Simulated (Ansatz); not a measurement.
**TaWC2 in Ansatz: the effect of exact exchange**

The system is TaWC2.

```
W Ta C
1.0
     1.57186    0.90751    5.10162
    -1.57186    0.90751    5.10162
     0.00000   -1.81502    5.10162
W Ta C
1 1 2
Direct
  0.00000 0.00000 0.00000
  0.50000 0.50000 0.50000
  0.25093 0.25093 0.25093
  0.74907 0.74907 0.74907
```

The cell comes from a database or a generator and needn't be the stable form of this composition.

Alike in all runs:

| Property | Result |
| --- | --- |
| Program | Ansatz 0.2.0 |
| Task | single point |
| Functional | HSE06 form with a typed share of exact exchange |
| Potentials or basis | Ansatz PAW |
| Cutoff | 420 eV (not typed: the program's choice for these potentials) |
| k mesh | 5 × 5 × 5 |
| Occupations | fermi-dirac, width 0.05 eV |
| Spin | no spin polarisation |

```tsv
exact exchange	pressure (GPa)	largest force (eV/Å)
0.05	?	?
0.1	-6.2	0.03
0.15	-7.8	0.02
0.2	-9.4	0.01
```

Problem. What does the run with exact exchange 0.05 give?

Solution. Pressure -4.7 GPa; largest force 0.04 eV/Å.

Worked out: A straight line through the other rows of the pressure, of slope -32 GPa per unit of exact exchange, extrapolates to -4.6 GPa, against the run's -4.7. A straight line through the other rows of the largest force, of slope -0.2 eV/Å per unit of exact exchange, extrapolates to 0.04 eV/Å, against the run's 0.04.

Caveats: all runs use coarse meshes; the PAW data sets come from PBE, with cores solved anew for the run's functional, which leaves a small shift of forces and pressure; the thresholds are loose for stress.
